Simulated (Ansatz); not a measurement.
**Cl₂FH₃OSi₂: how energies converge with the basis set**

The task here is to estimate one member of a computed series from the others.

Program: Ansatz 0.2.0, Gaussian basis. Level of theory: one geometry, several basis sets. These are calculated values, not measurements.

Levels to be run: PBE0-D4/def2-SVP; ωB97M-V/def2-SVP; PBE0-D4/def2-QZVPP; ωB97M-V/def2-QZVPP; the functionals' def2-TZVPP values are taken from earlier runs.

1 further run of the same task is left out (it didn't finish).

## Structure used throughout

An earlier PBE0-D4 in a triple-zeta def2 set relaxation fixed the geometry.

SMILES `O[SiH](F)[SiH](Cl)Cl`, 9 atoms, charge 0, spin multiplicity 1.

Atoms are counted from 1 here; the program's logs count them from 0.

Bond lengths: O1–Si2 1.629 Å, O1–H7 0.960 Å, Si2–F3 1.599 Å, Si2–Si4 2.350 Å, Si2–H8 1.477 Å, Si4–Cl5 2.050 Å, Si4–Cl6 2.062 Å, Si4–H9 1.479 Å. Angles: Si2–O1–H7 118.2°, O1–Si2–F3 111.5°, O1–Si2–Si4 108.5°, O1–Si2–H8 107.0°, F3–Si2–Si4 106.5°, F3–Si2–H8 107.9°, Si4–Si2–H8 115.5°, Si2–Si4–Cl5 109.2°, Si2–Si4–Cl6 105.1°, Si2–Si4–H9 118.1°, Cl5–Si4–Cl6 109.3°, Cl5–Si4–H9 107.7°, Cl6–Si4–H9 107.3°.

The first run:

in.yaml reads:

```yaml
crystal:
  periodic: [false, false, false]
  atoms:
    - {symbol: O, position_ang: [1.839348, -0.673997, -0.452149]}
    - {symbol: Si, position_ang: [0.407935, -1.030778, 0.237934]}
    - {symbol: F, position_ang: [0.558642, -1.259323, 1.813010]}
    - {symbol: Si, position_ang: [-1.031081, 0.807003, -0.036405]}
    - {symbol: Cl, position_ang: [-1.858671, 0.742513, -1.910665]}
    - {symbol: Cl, position_ang: [0.183525, 2.466772, 0.113932]}
    - {symbol: H, position_ang: [2.178855, 0.219081, -0.357169]}
    - {symbol: H, position_ang: [-0.057408, -2.297484, -0.361246]}
    - {symbol: H, position_ang: [-2.132642, 0.979812, 0.935859]}
basis:
  gaussian: {orbitals: def2-SVP}
hamiltonian: {xc: pbe0, dispersion: d4}
output: {orbitals: {seedname: orbitals}}
```

Steps of the session up to this table: PBE0-D4 in def2-SVP; ωB97M-V in def2-SVP; PBE0-D4 in def2-QZVPP; ωB97M-V in def2-QZVPP.

One of the session's tables, all rows but one given; the rest of the session is left out.

It belongs to the step «Functionals by basis». 

```
functional       basis  HOMO (eV)
   PBE0-D4    def2-SVP          ?
   PBE0-D4  def2-TZVPP      -8.27
   PBE0-D4  def2-QZVPP      -8.31
   ωB97M-V    def2-SVP     -10.16
   ωB97M-V  def2-TZVPP     -10.32
   ωB97M-V  def2-QZVPP     -10.36
```

Q: Estimate the row for PBE0-D4, def2-SVP from the others.

The run gave: HOMO (eV): -8.16. In the column «HOMO (eV)» it is the highest.
